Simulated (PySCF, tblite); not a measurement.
# GaH4O4−: changes of charge

What do calculations give for the changes of charge of GaH4O4− (`[OH][Ga-]([OH])([OH])[OH]`)?

Programs: tblite 0.8.0 and PySCF 2.14.0, with routines of our own; each step states its level. All values are computed. Atoms count from 0.

### 1 The starting structure

9 atoms, charge -1, multiplicity 1; geometry from: start built from the parent or by distance geometry.

### 2 Geometry optimisation with GFN2-xTB

What the job is given:

```
{"job": {"kind": "relax", "xc": "GFN2-xTB", "basis": "xTB"}, "charge": -1, "multiplicity": 1}
Ga     0.018200    -0.008100    -0.003900
O      0.014900     0.046000     1.804000
H     -0.810400     0.329800     2.133400
O      1.734900    -0.022300    -0.587300
H      2.236800     0.558900    -0.009600
O     -0.935700     1.464700    -0.573900
H     -1.196800     1.320500    -1.476900
O     -0.819500    -1.463500    -0.684200
H     -0.215200    -2.213900    -0.651900
```

Started as:

```sh
OMP_NUM_THREADS=1 python redox_run.py task.json out
```

The driver reads the jobs from task.json and runs them one after another.

The program printed:

```text
step      E/eV     max force
  0    -540.77764    1.087
  1    -540.79304    0.503
  2    -540.79719    0.190
  3    -540.79881    0.131
  4    -540.79948    0.080
  5    -540.79972    0.054
  6    -540.79991    0.051
  7    -540.80006    0.042
  8    -540.80012    0.022
  9    -540.80014    0.012
 10    -540.80015    0.013
 11    -540.80017    0.015
 12    -540.80018    0.008
```

Wall time 0.04 s (1 thread of Intel Xeon Platinum 8488C, shared host).

Step by step:

```csv
step,energy from step 0 (eV),largest force (eV/Å)
0,0.0000,1.0873
1,-0.0154,0.5028
2,-0.0195,0.1904
3,-0.0212,0.1309
4,-0.0218,0.0803
5,-0.0221,0.0537
6,-0.0223,0.0512
7,-0.0224,0.0417
8,-0.0225,0.0224
9,-0.0225,0.0118
10,-0.0225,0.0131
11,-0.0225,0.0146
12,-0.0225,0.0083
```

Distances of close pairs at the start and the end, largest changes first:

| bond | before (Å) | after (Å) | change (Å) |
| --- | --- | --- | --- |
| O1–H2 | 0.933 | 0.953 | +0.021 |
| Ga0–O5 | 1.845 | 1.826 | -0.019 |
| Ga0–O1 | 1.809 | 1.826 | +0.018 |
| Ga0–O7 | 1.812 | 1.826 | +0.015 |
| Ga0–O3 | 1.813 | 1.826 | +0.013 |
| O7–H8 | 0.964 | 0.954 | -0.010 |
| O3–H4 | 0.961 | 0.954 | -0.007 |
| O5–H6 | 0.951 | 0.954 | +0.003 |

The next job starts from the end point, and lists it.

### 3 Vibrational analysis with GFN2-xTB

What the job is given:

```
{"job": {"kind": "ir", "xc": "GFN2-xTB", "basis": "xTB"}, "charge": -1, "multiplicity": 1}
Ga     0.002687     0.001152    -0.007383
O      0.035014     0.042698     1.818235
H     -0.819356     0.332059     2.127098
O      1.736983    -0.020404    -0.579828
H      2.241131     0.558216    -0.013530
O     -0.933241     1.463891    -0.573243
H     -1.196640     1.319445    -1.478321
O     -0.824112    -1.476093    -0.692791
H     -0.215333    -2.208987    -0.650586
```

The program printed:

```text
mode    cm-1     km/mol
  1     118.8     81.09
  2     124.5      0.97
  3     160.4     49.54
  4     163.1     48.56
  5     186.8     29.47
  6     187.1     30.36
  7     192.5      4.95
  8     254.1      0.43
  9     277.1    282.32
 10     441.1      0.04
 11     456.9    184.49
 12     459.3    124.67
 13     459.8    125.62
 14     607.4      0.49
 15     638.0    277.74
 16     639.6    162.44
 17     641.2    239.47
 18    3679.3      0.02
 19    3681.9      0.12
 20    3683.2      0.12
 21    3685.5      0.11
ZPE 124.039  H(298)-E 152.112  G(298)-E 37.860 kJ/mol  S 383.20 J/(mol K)
```

Wall time 0.16 s (1 thread of Intel Xeon Platinum 8488C, shared host).

Which atoms move in the most intense modes:

| cm⁻¹ | km/mol | atoms |
| --- | --- | --- |
| 119 | 81.1 | H2 15 %, O7 14 %, O1 14 %, O5 13 % |
| 277 | 282.3 | H4 14 %, O3 13 %, O5 13 %, H6 13 % |
| 457 | 184.5 | Ga0 23 %, O5 20 %, O1 20 %, O3 18 % |
| 459 | 124.7 | Ga0 23 %, O7 23 %, O1 22 %, O5 16 % |
| 460 | 125.6 | O3 24 %, Ga0 23 %, O5 20 %, O7 16 % |
| 638 | 277.7 | H2 57 %, H8 19 % |
| 640 | 162.4 | H6 47 %, H8 38 % |
| 641 | 239.5 | H4 67 % |

### 4 Relaxing the molecule at PBE0-D3(BJ)/ma-def2-SVP

Settings changed since step 3:

```diff
@@ -1,2 +1,2 @@
-{"job": {"kind": "ir", "xc": "GFN2-xTB", "basis": "xTB"}, "charge": -1, "multiplicity": 1}
+{"job": {"xc": "PBE0", "basis": "ma-def2-SVP", "d3": "d3bj", "grid": 1, "kind": "geom"}, "charge": -1, "multiplicity": 1}
 Ga     0.002687     0.001152    -0.007383
```

The program printed:

```text
step   0  E = -2227.31880172  max force = 0.011212
step   1  E = -2227.32033079  max force = 0.009721
step   2  E = -2227.32161951  max force = 0.001204
step   3  E = -2227.32195922  max force = 0.001344
step   4  E = -2227.32220492  max force = 0.001792
step   5  E = -2227.32225295  max force = 0.000365
step   6  E = -2227.32225985  max force = 0.000235
optimisation converged
```

Wall time 35 s (1 thread of Intel Xeon Platinum 8488C, shared host); peak memory 0.51 GiB.

Step by step:

```csv
step,energy from step 0 (eV),largest force component (eV/Å)
0,0.0000,0.5765
1,-0.0416,0.4999
2,-0.0767,0.0619
3,-0.0859,0.0691
4,-0.0926,0.0921
5,-0.0939,0.0188
6,-0.0941,0.0121
```

Close pairs (by a distance rule), those that changed most:

```csv
bond,before (Å),after (Å),change (Å)
Ga0–O5,1.826,1.862,+0.036
Ga0–O3,1.826,1.862,+0.036
Ga0–O7,1.826,1.861,+0.035
Ga0–O1,1.826,1.861,+0.035
O1–H2,0.953,0.962,+0.008
O5–H6,0.954,0.962,+0.008
O7–H8,0.954,0.962,+0.008
O3–H4,0.954,0.962,+0.008
```

The next job starts from the end point, and lists it.

```csv
at the end point,value
point group (found at 0.08 Å tolerance),S4
"rotational constants (GHz, main isotopes)","3.318, 3.300, 2.777"
```

### 5 Single point (GaH4O4−): PBE0-D3(BJ)/ma-def2-SVP

Geometry: PBE0-D3(BJ)/ma-def2-SVP.

What the job is given:

```
{"job": {"kind": "sp", "xc": "PBE0", "basis": "ma-def2-SVP", "d3": "d3bj", "grid": 2}, "charge": -1, "multiplicity": 1}
Ga     0.003221    -0.002345    -0.004043
O     -0.107924     0.174768     1.845325
H     -0.843998     0.765606     2.030157
O      1.824484    -0.025186    -0.392003
H      2.286595     0.325063     0.375157
O     -1.031392     1.388864    -0.683911
H     -1.494293     1.051674    -1.456531
O     -0.675402    -1.548352    -0.787573
H      0.072455    -2.120907    -0.981892
```

The program printed:

```text
coarse grid: 38024 points
cycle   1  E = -2226.9246263483  dE = -2.075e-01  |g| = 1.451e+00  |ddm| = 3.317e+00
cycle   2  E = -2226.1325992680  dE =  7.920e-01  |g| = 2.474e+00  |ddm| = 3.354e+00
cycle   3  E = -2227.3209341420  dE = -1.188e+00  |g| = 8.049e-02  |ddm| = 2.274e+00
cycle   4  E = -2227.3220536171  dE = -1.119e-03  |g| = 4.461e-02  |ddm| = 1.026e-01
cycle   5  E = -2227.3222532060  dE = -1.996e-04  |g| = 7.497e-03  |ddm| = 3.133e-02
cycle   6  E = -2227.3222596487  dE = -6.443e-06  |g| = 9.953e-04  |ddm| = 7.947e-03
final grid: 79616 points
cycle   7  E = -2227.3222395496  dE =  2.032e-07  |g| = 1.490e-03  |ddm| = 2.916e-03
cycle   8  E = -2227.3222388651  dE =  6.845e-07  |g| = 2.414e-03  |ddm| = 2.787e-03
cycle   9  E = -2227.3222399598  dE = -1.095e-06  |g| = 1.768e-04  |ddm| = 1.729e-03
cycle  10  E = -2227.3222399645  dE = -4.659e-09  |g| = 2.162e-05  |ddm| = 1.625e-04
converged SCF energy = -2227.3222399645
```

Run time: 3.7 s. Hardware: 1 thread of Intel Xeon Platinum 8488C, shared host; peak memory 0.57 GiB.

### 6 Single point (GaH4O4 (-2) (doublet)): PBE0-D3(BJ)/ma-def2-SVP

Geometry: PBE0-D3(BJ)/ma-def2-SVP, that of another charge or spin state.

Settings changed since step 5:

```diff
@@ -1,2 +1,2 @@
-{"job": {"kind": "sp", "xc": "PBE0", "basis": "ma-def2-SVP", "d3": "d3bj", "grid": 2}, "charge": -1, "multiplicity": 1}
+{"job": {"kind": "sp", "xc": "PBE0", "basis": "ma-def2-SVP", "d3": "d3bj", "grid": 2}, "charge": -2, "multiplicity": 2}
 Ga     0.003221    -0.002345    -0.004043
```

The program printed:

```text
final grid: 79616 points
cycle   1  E = -2227.1818564421  dE = -4.489e-03  |g| = 4.730e-02  |ddm| = 1.778e+01
cycle   2  E = -2227.1811202423  dE =  7.362e-04  |g| = 7.138e-02  |ddm| = 4.118e+00
cycle   3  E = -2227.1830454885  dE = -1.925e-03  |g| = 6.023e-03  |ddm| = 1.047e+00
cycle   4  E = -2227.1830646524  dE = -1.916e-05  |g| = 3.108e-03  |ddm| = 7.416e-01
cycle   5  E = -2227.1830686274  dE = -3.975e-06  |g| = 7.527e-04  |ddm| = 4.321e-01
cycle   6  E = -2227.1830692025  dE = -5.751e-07  |g| = 1.236e-04  |ddm| = 2.736e-01
cycle   7  E = -2227.1830692156  dE = -1.314e-08  |g| = 8.811e-05  |ddm| = 3.426e-02
cycle   8  E = -2227.1830692189  dE = -3.276e-09  |g| = 3.648e-05  |ddm| = 2.263e-03
converged SCF energy = -2227.1830692189
```

Run time: 5.7 s. Hardware: 1 thread of Intel Xeon Platinum 8488C, shared host; peak memory 0.57 GiB.

### 7 Single point (GaH4O4 (-2) (doublet)): PBE0-D3(BJ)/ma-def2-SVP in acetonitrile

Geometry: PBE0-D3(BJ)/ma-def2-SVP, that of another charge or spin state.

Settings changed since step 6:

```diff
@@ -1,2 +1,2 @@
-{"job": {"kind": "sp", "xc": "PBE0", "basis": "ma-def2-SVP", "d3": "d3bj", "grid": 2}, "charge": -2, "multiplicity": 2}
+{"job": {"kind": "sp", "xc": "PBE0", "basis": "ma-def2-SVP", "d3": "d3bj", "grid": 2, "solvent": "acetonitrile"}, "charge": -2, "multiplicity": 2}
 Ga     0.003221    -0.002345    -0.004043
```

The program printed:

```text
final grid: 79616 points
cycle   1  E = -2227.4535986623  dE = -6.467e-03  |g| = 1.664e-02  |ddm| = 1.165e+01
cycle   2  E = -2227.4543965422  dE = -7.979e-04  |g| = 1.203e-02  |ddm| = 2.730e+00
cycle   3  E = -2227.4545259687  dE = -1.294e-04  |g| = 7.098e-03  |ddm| = 5.617e-01
cycle   4  E = -2227.4545933524  dE = -6.738e-05  |g| = 2.448e-03  |ddm| = 4.713e-01
cycle   5  E = -2227.4546057664  dE = -1.241e-05  |g| = 9.645e-04  |ddm| = 2.835e-01
cycle   6  E = -2227.4546060722  dE = -3.058e-07  |g| = 2.624e-04  |ddm| = 1.883e-02
cycle   7  E = -2227.4546061045  dE = -3.228e-08  |g| = 9.022e-05  |ddm| = 3.524e-03
cycle   8  E = -2227.4546061087  dE = -4.250e-09  |g| = 7.127e-05  |ddm| = 9.677e-04
converged SCF energy = -2227.4546061087
```

It took 6.1 s on 1 thread of Intel Xeon Platinum 8488C, shared host; peak memory 0.59 GiB.

### 8 Single point (GaH4O4−): PBE0-D3(BJ)/ma-def2-SVP in acetonitrile

Geometry: PBE0-D3(BJ)/ma-def2-SVP.

Settings changed since step 7:

```diff
@@ -1,2 +1,2 @@
-{"job": {"kind": "sp", "xc": "PBE0", "basis": "ma-def2-SVP", "d3": "d3bj", "grid": 2, "solvent": "acetonitrile"}, "charge": -2, "multiplicity": 2}
+{"job": {"kind": "sp", "xc": "PBE0", "basis": "ma-def2-SVP", "d3": "d3bj", "grid": 2, "solvent": "acetonitrile"}, "charge": -1, "multiplicity": 1}
 Ga     0.003221    -0.002345    -0.004043
```

The program printed:

```text
final grid: 79616 points
cycle   1  E = -2227.4226718842  dE = -1.672e-03  |g| = 3.750e-02  |ddm| = 3.430e-01
cycle   2  E = -2227.4224354466  dE =  2.364e-04  |g| = 5.299e-02  |ddm| = 6.761e-02
cycle   3  E = -2227.4229559477  dE = -5.205e-04  |g| = 4.684e-03  |ddm| = 3.673e-02
cycle   4  E = -2227.4229598097  dE = -3.862e-06  |g| = 1.797e-03  |ddm| = 8.933e-03
cycle   5  E = -2227.4229601627  dE = -3.530e-07  |g| = 3.840e-04  |ddm| = 1.795e-03
cycle   6  E = -2227.4229601887  dE = -2.600e-08  |g| = 4.016e-05  |ddm| = 7.541e-04
cycle   7  E = -2227.4229601890  dE = -2.810e-10  |g| = 1.837e-05  |ddm| = 7.598e-05
converged SCF energy = -2227.4229601890
```

Run time: 3.5 s. Hardware: 1 thread of Intel Xeon Platinum 8488C, shared host; peak memory 0.59 GiB.

### 9 Changes of charge: PBE0-D3(BJ)/ma-def2-SVP

This step combines the energies above: geometries from PBE0-D3(BJ)/ma-def2-SVP, zero-point and thermal terms from GFN2-xTB.

Settings changed since step 8:

```diff
@@ -1,2 +1,2 @@
-{"job": {"kind": "sp", "xc": "PBE0", "basis": "ma-def2-SVP", "d3": "d3bj", "grid": 2, "solvent": "acetonitrile"}, "charge": -1, "multiplicity": 1}
+{"job": {"kind": "rx", "dirs": [-1], "deep": 3, "geom": {"xc": "PBE0", "basis": "ma-def2-SVP", "d3": "d3bj", "grid": 1}, "level": {"xc": "PBE0", "basis": "ma-def2-SVP", "d3": "d3bj", "solvents": ["acetonitrile"]}}, "charge": -1, "multiplicity": 1}
 Ga     0.003221    -0.002345    -0.004043
```

Output (the driver's rows laid out field by field):

```text
ionisation and electron attachment, PBE0-D3(BJ)/ma-def2-SVP // PBE0-D3(BJ)/ma-def2-SVP

row 1
  change                  reduction
  charge                  -2
  multiplicity            2
  vertical_ev             -3.787
  vertical_s2             0.75
  unbound                 yes
```

Run time: 54 s. Hardware: 1 thread of Intel Xeon Platinum 8488C, shared host; peak memory 0.59 GiB.

Energy taken up on oxidation, or given off on reduction (eV; adiabatic with zero-point energy):

| change | product | vertical | adiabatic | free energy | reorganisation | ⟨S²⟩ |
| --- | --- | --- | --- | --- | --- | --- |
| reduction (multiplicity 2) | – | -3.79 | – | – | – | – |

### 10 Outcome

```
                                                        quantity                                                      value
                       strongest single infrared mode (GFN2-xTB)                                       277 cm⁻¹, 282 km/mol
                                    zero-point energy (GFN2-xTB)                                              29.6 kcal/mol
                                                     point group                                                         S4
                            rotational constants (main isotopes)                                       3.32, 3.30, 2.78 GHz
energy given off on adding an electron (PBE0-D3(BJ)/ma-def2-SVP)  vertical -3.79 eV (unbound: the value hangs on the basis)
```

No mode is imaginary among the 21: a minimum at this level. The strongest single mode, at 277 cm⁻¹, has its largest shares on H4, O3, O5 and H6 (the list is cut at 4 atoms). GFN2-xTB is a fitted tight-binding method: band positions and strengths are rough. Its intensities can rank the bands wrongly. The optimisation took 6 steps and gained 0.094 eV; among the close pairs (by a distance rule), Ga0–O5 changed most, from 1.826 to 1.862 Å (PBE0/ma-def2-SVP). No frequency check was run at this level, so the end point may be a saddle. Steps that list no spin-orbit terms leave them out, which matters at and beside the heavy atoms.
